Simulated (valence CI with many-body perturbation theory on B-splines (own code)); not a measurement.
# Tc²¹⁺: smaller orbital sets

How much do the size of the orbital set matter for Tc²¹⁺? A reference run is followed by altered ones.

Method: configuration interaction of the valence electrons, many-body perturbation theory for a frozen closed Dirac-Fock core, no-pair Dirac Hamiltonian, B-spline basis. Code: an in-house CI+MBPT code version 2.

**1. What is computed**

```
element                                      : technetium (Z = 43, A = 97)
charge                                       : +21
frozen core                                  : [Ar]
start configuration of the valence electrons : 3d4
nuclear rms radius                           : 4.4112 fm
```

**2. The reference run**

Settings, as recorded:

```ini
atom Tc  Z=43  mass_number=97  rms_radius_fm=4.4112
core [Ar]
valence 3d4
avg = 1
basis = M
breit = 1
cap = 20000
capref = 1200
cscale = 1
de = 0.0
dress = 1
eps = 2e-08
h = 0.27
hh = 1
l2 = 3
lcore = 6
maxit = 60
n2 = 5
natural = 1
nlev = 30
nno = [4, 4, 5, 4, 3, 1]
nroot = 26
nsp = [3, 3, 3, 2, 1, 0]
pt2 = 1
qed = 1
rpa = 1
s1 = 1
s2 = 1
s3 = 1
screen = 1
tol = 2e-05
```

The run is started by

```console
$ python run_cv.py task.json out
```

task.json holds these settings and those of the later runs, which follow in the same process.

Output:

```text
rmax 5.2 intervals 60 orbitals 59 references ['3d4', '3d3 4s', '3d3 4p'] scf 5
2J=3 par=0 roots 2 ref 41 generators 4 cand 1677/4149 P 757/1998 nnz 0 it 6
2J=3 par=0 roots 2 ref 41 generators 6 cand 1730/3997 P 1384/3585 nnz 3.3e+06 it 5
   second order: generators 10 cand 3329/7709 e2 -0.00001 -0.00001
2J=5 par=0 roots 2 ref 45 generators 3 cand 1730/5058 P 573/1999 nnz 0 it 5
2J=5 par=0 roots 2 ref 45 generators 6 cand 2809/7809 P 1305/4114 nnz 4.4e+06 it 4
   second order: generators 9 cand 2839/7655 e2 -0.00001 -0.00001
2J=7 par=0 roots 2 ref 35 generators 2 cand 1676/4998 P 633/1999 nnz 0 it 6
2J=7 par=0 roots 2 ref 35 generators 4 cand 2635/7688 P 1432/4332 nnz 5e+06 it 6
   second order: generators 6 cand 1836/5355 e2 -0.00001 -0.00001
reference levels 556, estimated 33, window 256361 1/cm; series limit 6178578, core excitation 1104445
2J=0 par=0 roots 4 ref 17 generators 4 cand 2409/4463 P 2009/3748 nnz 2.8e+06 it 4
2J=0 par=0 roots 4 ref 17 generators 4 cand 413/732 P 2266/4227 nnz 3.6e+06 it 4
   second order: generators 6 cand 3463/9228 e2 -0.00002 -0.00000
2J=2 par=0 roots 4 ref 36 generators 3 cand 2542/12000 P 737/3997 nnz 4.1e+06 it 4
2J=2 par=0 roots 4 ref 36 generators 3 cand 1820/8039 P 2130/10473 nnz 2.4e+07 it 6
   second order: generators 5 cand 4503/32139 e2 -0.00003 -0.00001
2J=4 par=0 roots 8 ref 51 generators 4 cand 2616/17589 P 498/3989 nnz 3.9e+06 it 5
2J=4 par=0 roots 8 ref 51 generators 4 cand 2134/13651 P 2352/15972 nnz 5.4e+07 it 9
   second order: generators 7 cand 3586/36404 e2 -0.00003 -0.00001
2J=6 par=0 roots 6 ref 49 generators 3 cand 2593/19586 P 442/3996 nnz 4.2e+06 it 4
2J=6 par=0 roots 6 ref 49 generators 3 cand 2165/15639 P 2151/16883 nnz 6.3e+07 it 7
   second order: generators 5 cand 4532/56703 e2 -0.00003 -0.00001
2J=8 par=0 roots 7 ref 42 generators 4 cand 2559/18954 P 466/3991 nnz 4e+06 it 4
2J=8 par=0 roots 7 ref 42 generators 4 cand 2107/15005 P 2269/16847 nnz 6.2e+07 it 7
   second order: generators 6 cand 3595/40505 e2 -0.00002 -0.00001
2J=10 par=0 roots 2 ref 25 generators 2 cand 2413/15814 P 498/3990 nnz 4.5e+06 it 4
2J=10 par=0 roots 2 ref 25 generators 2 cand 1926/11849 P 1760/12655 nnz 3.8e+07 it 5
   second order: generators 2 cand 664/3184 e2 -0.00002 -0.00001
2J=12 par=0 roots 2 ref 14 generators 2 cand 2180/11942 P 658/3997 nnz 4.4e+06 it 4
2J=12 par=0 roots 2 ref 14 generators 2 cand 1531/7959 P 1837/10115 nnz 2.5e+07 it 5
   second order: generators 2 cand 352/1841 e2 -0.00001 -0.00001
left out: unestimated 416955, estimated 2009711490, shifts from estimates -103 to 109
```

Run time: 56 s. Hardware: 1 thread of Arm Neoverse N1, shared host; peak memory 0.7 GiB.

In the log, the blocks before «reference levels» are the next ion; each later block is one J and parity (par 1 is odd): roots sought, reference size, generators, candidates and the variational space P (configurations/state functions), Hamiltonian entries, Davidson iterations; e2 is the second-order remainder in hartree. Σ1, Σ2 and Σ3 are the one-, two- and three-electron terms by which the core's correlation enters. In the settings nsp and nno count spectroscopic and correlating orbitals by l, and s1, s2, s3 switch or scale the Σ terms.

The computed levels (result record; ° odd parity; named by the leading configuration and LS term). The first 10 of 33 are listed.

```tsv
#	level	configuration weight	term weight	energy (cm⁻¹)	g	lifetime (s)
0	3d4 ⁵D0	1.00	0.74	0.0	-	-
1	3d4 ⁵D1	1.00	0.89	12678	1.497	1.11e-02
2	3d4 ⁵D2	1.00	0.94	25145	1.483	1.02e-02
3	3d4 ⁵D3	1.00	0.92	35937	1.471	1.85e-02
4	3d4 ⁵D4	1.00	0.82	44510	1.444	6.53e-02
5	3d4 ³P0	1.00	0.61	75485	-	2.42e-04
6	3d4 ³H4	1.00	0.58	84181	0.940	1.98e-03
7	3d4 ³G3	1.00	0.59	101197	0.899	8.09e-04
8	3d4 ³H5	1.00	0.79	102940	1.066	5.06e-03
9	3d4 ³P1	1.00	0.83	103096	1.417	3.28e-04
```

**3. Changed: basis S; spectroscopic orbitals by l [3, 3, 2, 2, 0]; correlating orbitals by l [3, 3, 3, 3, 1]**

Settings: those of step 2 with these lines changed.

```diff
@@ -4,3 +4,3 @@
 avg = 1
-basis = M
+basis = S
 breit = 1
@@ -20,5 +20,5 @@
 nlev = 30
-nno = [4, 4, 5, 4, 3, 1]
+nno = [3, 3, 3, 3, 1]
 nroot = 26
-nsp = [3, 3, 3, 2, 1, 0]
+nsp = [3, 3, 2, 2, 0]
 pt2 = 1
```

Output:

```text
rmax 5.2 intervals 60 orbitals 40 references ['3d4', '3d3 4s', '3d3 4p'] scf 5
2J=3 par=0 roots 2 ref 27 generators 4 cand 795/1922 P 619/1545 nnz 0 it 6
2J=3 par=0 roots 2 ref 27 generators 6 cand 574/1265 P 746/1858 nnz 0 it 5
   second order: generators 12 cand 1496/3393 e2 -0.00001 -0.00000
2J=5 par=0 roots 2 ref 29 generators 3 cand 802/2238 P 566/1698 nnz 0 it 5
2J=5 par=0 roots 2 ref 29 generators 6 cand 1000/2629 P 747/2198 nnz 0 it 4
   second order: generators 12 cand 2145/5760 e2 -0.00001 -0.00000
2J=7 par=0 roots 2 ref 22 generators 2 cand 756/2059 P 617/1731 nnz 0 it 6
2J=7 par=0 roots 2 ref 22 generators 4 cand 851/2245 P 739/2078 nnz 0 it 5
   second order: generators 7 cand 1074/2904 e2 -0.00000 -0.00000
reference levels 556, estimated 33, window 256980 1/cm; series limit 5410523, core excitation 1104445
2J=0 par=0 roots 4 ref 17 generators 4 cand 1145/2051 P 1056/1908 nnz 0 it 4
2J=0 par=0 roots 4 ref 17 generators 4 cand 102/160 P 1114/2018 nnz 0 it 3
   second order: generators 7 cand 2207/5499 e2 -0.00002 -0.00001
2J=2 par=0 roots 4 ref 36 generators 3 cand 1187/5370 P 831/4000 nnz 3.8e+06 it 4
2J=2 par=0 roots 4 ref 36 generators 3 cand 371/1406 P 1094/5124 nnz 6e+06 it 4
   second order: generators 6 cand 2570/16160 e2 -0.00003 -0.00001
2J=4 par=0 roots 8 ref 51 generators 4 cand 1218/7716 P 572/3997 nnz 3.8e+06 it 5
2J=4 par=0 roots 8 ref 51 generators 4 cand 662/3770 P 1192/7587 nnz 1.3e+07 it 9
   second order: generators 8 cand 2270/21588 e2 -0.00004 -0.00001
2J=6 par=0 roots 6 ref 49 generators 3 cand 1190/8209 P 494/3993 nnz 4.1e+06 it 5
2J=6 par=0 roots 6 ref 49 generators 3 cand 710/4265 P 1103/7945 nnz 1.4e+07 it 7
   second order: generators 6 cand 2617/28772 e2 -0.00003 -0.00001
2J=8 par=0 roots 7 ref 42 generators 4 cand 1169/7540 P 545/3996 nnz 3.9e+06 it 4
2J=8 par=0 roots 7 ref 42 generators 4 cand 638/3586 P 1150/7471 nnz 1.3e+07 it 6
   second order: generators 7 cand 2260/24565 e2 -0.00003 -0.00001
2J=10 par=0 roots 2 ref 25 generators 2 cand 1072/5803 P 615/3995 nnz 4.3e+06 it 4
2J=10 par=0 roots 2 ref 25 generators 2 cand 468/1833 P 895/5476 nnz 7.5e+06 it 4
   second order: generators 2 cand 188/352 e2 -0.00000 -0.00000
2J=12 par=0 roots 2 ref 14 generators 2 cand 926/3986 P 781/3453 nnz 3.1e+06 it 4
2J=12 par=0 roots 2 ref 14 generators 2 cand 154/547 P 893/3903 nnz 3.9e+06 it 4
   second order: generators 3 cand 820/9254 e2 -0.00001 -0.00000
left out: unestimated 417881, estimated 2009710734, shifts from estimates -163 to 59
```

Run time: 32 s. Hardware: 1 thread of Arm Neoverse N1, shared host; peak memory 0.7 GiB.

Shifts against the reference run (cm⁻¹), for levels that keep their label and place:

```
  level  energy (cm⁻¹)  shift
3d4 ⁵D1          12587    -91
3d4 ⁵D2          25018   -127
3d4 ⁵D3          35816   -121
3d4 ⁵D4          44439    -71
3d4 ³P0          75775   +290
3d4 ³H4          84415   +233
3d4 ³G3         101465   +269
3d4 ³H5         103142   +202
```

The ionisation energy moves by -0.0834 eV.

**4. Changed: basis S; spectroscopic orbitals by l [3, 3, 2, 2, 0]; correlating orbitals by l [2, 2, 2, 2, 0]**

Settings: those of step 3 with these lines changed.

```diff
@@ -20,3 +20,3 @@
 nlev = 30
-nno = [3, 3, 3, 3, 1]
+nno = [2, 2, 2, 2, 0]
 nroot = 26
```

Output:

```text
rmax 5.2 intervals 60 orbitals 31 references ['3d4', '3d3 4s', '3d3 4p'] scf 5
2J=3 par=0 roots 2 ref 27 generators 4 cand 485/1164 P 428/1041 nnz 0 it 0
2J=3 par=0 roots 2 ref 27 generators 6 cand 310/679 P 499/1219 nnz 0 it 0
   second order: generators 11 cand 878/1973 e2 -0.00000 -0.00000
2J=5 par=0 roots 2 ref 29 generators 3 cand 485/1330 P 406/1160 nnz 0 it 0
2J=5 par=0 roots 2 ref 29 generators 6 cand 546/1420 P 508/1472 nnz 0 it 4
   second order: generators 12 cand 1044/2696 e2 -0.00000 -0.00000
2J=7 par=0 roots 2 ref 22 generators 2 cand 452/1188 P 412/1111 nnz 0 it 0
2J=7 par=0 roots 2 ref 22 generators 4 cand 468/1192 P 481/1312 nnz 0 it 5
   second order: generators 8 cand 775/1995 e2 -0.00000 -0.00000
reference levels 556, estimated 33, window 258569 1/cm; series limit 5410129, core excitation 1104445
2J=0 par=0 roots 4 ref 17 generators 4 cand 703/1246 P 691/1234 nnz 0 it 0
2J=0 par=0 roots 4 ref 17 generators 4 cand 25/29 P 696/1243 nnz 0 it 0
   second order: generators 7 cand 1305/3186 e2 -0.00002 -0.00000
2J=2 par=0 roots 4 ref 36 generators 3 cand 723/3211 P 650/2983 nnz 2.1e+06 it 4
2J=2 par=0 roots 4 ref 36 generators 3 cand 88/264 P 698/3167 nnz 2.4e+06 it 3
   second order: generators 6 cand 1659/10509 e2 -0.00002 -0.00000
2J=4 par=0 roots 8 ref 51 generators 4 cand 743/4592 P 638/3990 nnz 3.7e+06 it 5
2J=4 par=0 roots 8 ref 51 generators 4 cand 121/653 P 755/4629 nnz 4.9e+06 it 6
   second order: generators 7 cand 930/8835 e2 -0.00002 -0.00000
2J=6 par=0 roots 6 ref 49 generators 3 cand 719/4791 P 563/3998 nnz 4e+06 it 5
2J=6 par=0 roots 6 ref 49 generators 3 cand 170/842 P 689/4762 nnz 5.5e+06 it 5
   second order: generators 6 cand 1663/17884 e2 -0.00002 -0.00000
2J=8 par=0 roots 7 ref 42 generators 4 cand 707/4323 P 653/3997 nnz 3.9e+06 it 4
2J=8 par=0 roots 7 ref 42 generators 4 cand 68/368 P 718/4359 nnz 4.6e+06 it 4
   second order: generators 6 cand 918/8648 e2 -0.00001 -0.00000
2J=10 par=0 roots 2 ref 25 generators 2 cand 637/3223 P 506/2912 nnz 2.3e+06 it 4
2J=10 par=0 roots 2 ref 25 generators 2 cand 142/336 P 547/3117 nnz 2.6e+06 it 3
   second order: generators 2 cand 101/131 e2 -0.00000 -0.00000
2J=12 par=0 roots 2 ref 14 generators 2 cand 541/2143 P 516/2056 nnz 0 it 4
2J=12 par=0 roots 2 ref 14 generators 2 cand 34/101 P 541/2139 nnz 0 it 4
   second order: generators 2 cand 9/18 e2 -0.00000 -0.00000
left out: unestimated 420085, estimated 2009709958, shifts from estimates -253 to 23
```

It took 28 s on 1 thread of Arm Neoverse N1, shared host; peak memory 0.7 GiB.

Shifts against the reference run (cm⁻¹), for levels that keep their label and place:

```
  level  energy (cm⁻¹)  shift
3d4 ⁵D1          12510   -169
3d4 ⁵D2          24918   -228
3d4 ⁵D3          35733   -205
3d4 ⁵D4          44414    -96
3d4 ³P0          76088   +603
3d4 ³H4          84938   +757
3d4 ³G3         102044   +847
3d4 ³H5         103729   +789
```

The ionisation energy moves by -0.13 eV.

**5. Results**

| run | outcome | ionisation energy (eV) | its shift (eV) | mean size of level shifts (cm⁻¹) | time |
| --- | --- | --- | --- | --- | --- |
| reference | converged | 967.690 | 0 | 0 | 56 s |
| basis S; spectroscopic orbitals by l [3, 3, 2, 2, 0]; correlating orbitals by l [3, 3, 3, 3, 1] | converged | 967.607 | -0.0834 | 191 | 32 s |
| basis S; spectroscopic orbitals by l [3, 3, 2, 2, 0]; correlating orbitals by l [2, 2, 2, 2, 0] | converged | 967.560 | -0.13 | 500 | 28 s |
| NIST (tabulated theoretical) | - | 968 | - | - | - |

The ionisation energy reacts most to «basis S; spectroscopic orbitals by l [3, 3, 2, 2, 0]; correlating orbitals by l [2, 2, 2, 2, 0]» (-0.13 eV) and least to «basis S; spectroscopic orbitals by l [3, 3, 2, 2, 0]; correlating orbitals by l [3, 3, 3, 3, 1]» (-0.0834 eV). The reference run itself stands -0.31 eV from the NIST entry (uncertainty 4 eV). The quickest altered run takes 50 % of the reference time, which also holds the start-up, and shifts the levels by 500 cm⁻¹ on average. Cautions: by estimate terms of an open d or f shell hold to a few per cent; only levels of one parity were solved.
